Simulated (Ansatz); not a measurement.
The same calculation of Al, space group P6_3/mmc as a Python script and as an input file (the Ansatz DFT code, driven from Python).

`al_scf.py`:
```python
'''Single point of Al.'''

from pathlib import Path
import argparse

import ansatz
import numpy as np

parser = argparse.ArgumentParser(description='Single point of Al.')
parser.add_argument('--cutoff', type=float, default=450.0, help='plane-wave cutoff (eV)')
parser.add_argument('--kmesh', type=int, nargs=3, required=True, help='k-point sampling')
parser.add_argument('--functional', default='pbesol', help='exchange-correlation functional')
parser.add_argument('--filling', default='Fermi-Dirac', help='how the bands are filled')
parser.add_argument('--width-ev', type=float, required=True, help='smearing width (eV)')
args = parser.parse_args()

vectors = np.array([
    [2.82707702, 0.0, 0.0],
    [-1.41353851, 2.44832052, 0.0],
    [0.0, 0.0, 9.18599307],
])
structure = (
    ansatz.Lattice.of(vectors)
    .atom('Al', (0.0, 0.0, 0.0))
    .atom('Al', (1 / 3, 2 / 3, 0.25))
    .atom('Al', (0.0, 0.0, 0.5))
    .atom('Al', (2 / 3, 1 / 3, 0.75))
)

# the calculation
calculation = (
    structure.calculation()
    .basis(args.cutoff)
    .kpoints(*args.kmesh)
    .functional(args.functional)
    .occupations(args.filling, width=args.width_ev)
    .density()
    .forces()
    .potential_components()
)
session = calculation.session()
planned = session.plan(threads=1)
res = planned.execute()
report = res.report

print('%-22s %14.5f eV' % ('F = E - TS', report['free_energy_ev']))
print('%-22s %14.5f eV' % ('E', report['internal_energy_ev']))
print('%-22s %14.5f eV' % ('Harris-Foulkes', report['harris_foulkes_ev']))
print('%-22s %14.5f eV' % ('Fermi level', report['fermi_energy_ev']))

rho = res.density()
total = sum(ch.density_e_per_ang3 for ch in rho.channels[:2]) if len(rho.channels) < 3 else rho.channels[0].density_e_per_ang3
print('grid', rho.dims, 'electrons', round(float(total.mean() * rho.cell_volume_ang3), 4))
profile = total.mean(axis=(1, 2))
print('planar average along grid axis 0 (e/A^3):')
print(np.array2string(profile[:: max(len(profile) // 16, 1)], precision=4))

# forces, one row an atom
print('forces (eV/A)')
for site, force in zip(res.lattice.sites, report['forces_ev_ang']):
    print(f'  {site.symbol:2s} {force[0]:9.4f} {force[1]:9.4f} {force[2]:9.4f}')

folder = Path(res.write_results('parts'))
text = (folder / 'v_comp_z.tsv').read_text().splitlines()
rows = np.array([line.split() for line in text if not line.startswith('#')], dtype=float)
print(text[0])
print(np.array2string(rows[:: max(len(rows) // 12, 1)], precision=3, suppress_small=True))
```

```console
$ python al_scf.py --kmesh 13 13 4 --width-ev 0.15
F = E - TS                -2098.19081 eV
E                         -2098.07944 eV
Harris-Foulkes            -2098.19081 eV
Fermi level                   8.25868 eV
grid (20, 20, 64) electrons 12.0
planar average along grid axis 0 (e/A^3):
[0.1906 0.1903 0.1898 0.1894 0.1897 0.1903 0.1901 0.1889 0.1868 0.1848
 0.1839 0.1848 0.1868 0.1889 0.1901 0.1903 0.1897 0.1894 0.1898 0.1903]
forces (eV/A)
  Al    0.0000    0.0000    0.0000
  Al   -0.0000    0.0000    0.0000
  Al    0.0000    0.0000    0.0000
  Al    0.0000   -0.0000   -0.0000
# z_ang	v_loc[eV]	v_h[eV]	v_xc[eV]
[[  0.      0.684  -0.061 -11.316]
 [  0.718   4.194   0.034  -9.674]
 [  1.435   5.929   0.036  -9.6  ]
 [  2.153   0.739  -0.058 -11.21 ]
 [  2.871   2.548   0.013  -9.917]
 [  3.588   7.117   0.035  -9.521]
 [  4.306   0.943  -0.036 -10.894]
 [  5.024   1.465  -0.009 -10.417]
 [  5.741   7.503   0.033  -9.503]
 [  6.459   1.465  -0.013 -10.415]
 [  7.177   0.943  -0.039 -10.894]
 [  7.894   7.117   0.034  -9.521]
 [  8.612   2.548   0.017  -9.919]]
```

`input.yaml`:
```yaml
crystal:
  lattice:
    - [2.82707702, 0.0, 0.0]
    - [-1.41353851, 2.44832052, 0.0]
    - [0.0, 0.0, 9.18599307]
  atoms:
    - { symbol: Al, position: [0.0, 0.0, 0.0] }
    - { symbol: Al, position: [0.3333333333333, 0.6666666666667, 0.25] }
    - { symbol: Al, position: [0.0, 0.0, 0.5] }
    - { symbol: Al, position: [0.6666666666667, 0.3333333333333, 0.75] }
basis:
  ecutwfc: 450.0
kpoints:
  mp_grid: { grid: [13, 13, 4] }
hamiltonian:
  xc: pbesol
scf:
  occupations: { method: fermi_dirac, width: 0.15 }
output:
  write_density: true
  write_potential_components: true
  forces: true
```

The program run on that file:
```console
$ ansatz run input.yaml --threads 1 --pin off --max-ram 3072MiB --backend cpu --events-out ev --progress --plain --runs-dir out
Engine: ansatz 0.2.0, x86_64-unknown-linux-gnu
Pseudopotentials: kind: paw
Pseudopotential: Al, paw, valence charge 3, recommended cutoff 420 eV (normal), Al.paw.azcp
Functional definition: PBEsol
  exchange = pbesol_x
  correlation = pbesol_c
Crystal: 4 atoms, lattice volume = 63.582 Å³
Basis set: ecut = 450 eV, 1387 PW (Γ), exchange–correlation on 40×40×128 points (8 copies of the dense FFT grid, shifted against one another)
Bands: 10, of which v1, the nominal top of the filled ones, is band 6 counted from 1 (5 counted from 0)
Symmetry: 24 space group operations
Space group: P63/mmc (ITA 194), of the structure as read, at distance tolerance 4.0e-5 Å
k-points: 63 of 676
Non-local potential: Al, projectors of the file, l = 0: 2, l = 1: 2, l = 2: 1
PAW form: soft (Blöchl's): semilocal exchange-correlation on the pseudo side does not see the compensation charge
PAW frozen core: Al, regenerated for the run's functional, and the local potential with it (the file was generated under x = pbe(κ = 0.804, μ = 0.2195149727645171), c = pbe(β = 0.06672455060314922))
PAW one-centre angular grid: Al, 110 points (default); XC on 64 Gauss nodes
Initial density: superposition of atomic densities (neutral atoms: chi_scale 0, normalization atom), corrected by the library's trained network
Initial wavefunctions: pseudopotential atomic-orbital guess
Functional: x = pbesol(κ = 0.804, μ = 0.12345679012345678), c = pbesol(β = 0.046)
SCF iter   1: F=—  HF=-2098.191235 eV  |F-HF|=—  |Δ(HF+E_count)|=         —  Δρ=1.38e-3  dr2=1.51e-3  ethr=1.77e-3  ⟨swp⟩=7.1  Hψ=12092  notcnv=0  defer=7
automatic band count: the SCF goes on with 14 bands, as 10 were too few: the levels above may hold too much charge
preconditioner: auto → none  [metal: Δε(μ)=0.066 eV  Ē_g=9.106 eV  σ=0.150 eV  W_gap=0.11  n_scr=6 (ndim 8)  ℏωp=16.1 eV  f_vac=0.000  D(μ)=1.47/eV (n_scr^D=4)  sad-step TF]
SCF iter   2: F=—  HF=-2098.190993 eV  |F-HF|=—  |Δ(HF+E_count)|=   2.42e-4  Δρ=8.53e-4  dr2=6.30e-4  ethr=1.26e-5  ⟨swp⟩=1.1  Hψ=1396  notcnv=0  defer=2
SCF iter   3: F=—  HF=-2098.190834 eV  |F-HF|=—  |Δ(HF+E_count)|=   1.59e-4  Δρ=8.67e-5  dr2=1.26e-5  ethr=5.25e-6  ⟨swp⟩=2.1  Hψ=1084  notcnv=0  defer=2
SCF iter   4: F=—  HF=-2098.190813 eV  |F-HF|=—  |Δ(HF+E_count)|=   2.11e-5  Δρ=2.61e-5  dr2=2.36e-7  ethr=1.05e-7  ⟨swp⟩=2.2  Hψ=1117  notcnv=0  defer=2
iter 5 did not close the SCF: its close was put off for the readings that it lacked (scf_convergence_deferred on its scf_iter line)
SCF iter   5: F=-2098.190813 eV  HF=-2098.190813 eV  |F-HF|=5.24e-9  |Δ(HF+E_count)|=   1.07e-7  Δρ=2.70e-6  dr2=8.51e-9  ethr=1.97e-9  ⟨swp⟩=2.2  Hψ=1229  notcnv=0  defer=2
SCF iter   6: F=-2098.190813 eV  HF=-2098.190813 eV  |F-HF|=1.60e-10  |Δ(HF+E_count)|=   2.27e-9  Δρ=5.87e-7  dr2=3.15e-10  ethr=7.09e-11  ⟨swp⟩=7.9  Hψ=4526  notcnv=0
SCF 1 converged in 6 iterations: F = -2098.190813 eV  dr2 = 3.15e-10
  greatest PAW one-centre occupation: 0.454 electrons in one spin orbital (limit 2), on the Al atom at site 2 (counted from 0), in its partial waves of l = 0
SCF converged after 6 iterations
Free energy (F): -2098.190813 eV
Harris-Foulkes:  -2098.190813 eV  (|F-HF|=1.60e-10)
Internal energy: -2098.079440 eV  (E = F + TS)
E sigma→0 (E₀):  -2098.135126 eV
Entropy (-TS):   -0.111373 eV (-27.843 meV/atom)
Fermi energy:    8.258680 eV
--- Per-component energies (eV) ---
  E_band       = 45.131220
  E_kinetic    = 93.603825
  E_local      = 41.351901  (includes V_loc(G=0)·N_el)
  E_nonlocal   = 41.865868
  E_hartree    = 0.430485
  E_xc         = -158.590627
  E_vxc        = -117.873570  (∫ρ·V_xc dr)
  E_paw        = -1819.082883  (= ΣΔE_a)
  E_vpaw       = -14.677765  (= ΣTr[D̂ρ^β])
  E_aug_tail   = -0.000010  (compensation charges beyond the density's cutoff)
  E_ewald      = -297.734556
  E_core_change = 0.076556  (= ΣΔE_core)
  E_smearing   = -0.111373  (= −TS)
  E_closure    = 0.000000  (closes the sum)
  Σ components = -2098.190813   (vs F -2098.190813, Δ=0.00e0)
--- Forces (eV/Å), atoms counted from 1 ---
  atom   1  Al     0.00000000     0.00000000    -0.00000000
  atom   2  Al     0.00000000     0.00000000     0.00000000
  atom   3  Al    -0.00000000    -0.00000000     0.00000000
  atom   4  Al     0.00000000    -0.00000000    -0.00000000
  max |Σ_I F_I| component: 2.31e-18 eV/Å
--- Band table (eV; the first three rows and the last of 63) ---
  k-point 0: bands = ["-3.1061", "-1.3660", "-1.3631", "3.5698", "3.9122", "11.8730", "11.8862", "19.1068", "19.1068", "19.2534", "19.2534", "20.1881", "20.1881", "20.3553"]
  k-point 1: bands = ["-2.9965", "-2.1237", "-0.3948", "2.1561", "5.5168", "9.5894", "14.3128", "19.1912", "19.1912", "19.3114", "19.3417", "19.3417", "19.8457", "19.8457"]
  k-point 2: bands = ["-2.6686", "-2.6686", "0.7811", "0.7811", "7.4638", "7.4638", "16.8412", "16.8412", "19.4374", "19.4374", "19.4374", "19.4374", "19.6140", "19.6140"]
  k-point 62: bands = ["4.1221", "4.1221", "5.7669", "5.7669", "5.9399", "5.9399", "7.5176", "7.5176", "9.0696", "9.0696", "9.8417", "9.8417", "14.0590", "14.0590"]
```

Notes:
- Absolute energies stand on the zero of these potentials, so only differences at equal settings mean something. A total without «per atom» is that of the cell as typed.
- The zero of the levels is a convention of the potentials, so an absolute Fermi energy is no work function.
- The smearing is wide enough that free energy and stress hold a thermal part of the electrons.
- The fields are valence quantities on the plane-wave grid; their values near the nuclei depend on the potentials.
- This isn't the structure that Al takes at ambient conditions.
- The whole script took 4.8 s on 1 thread of Intel(R) Xeon(R) Platinum 8259CL CPU @ 2.50GHz (Skylake/Cascade Lake), with other jobs on the host, peak memory 0.44 GiB.
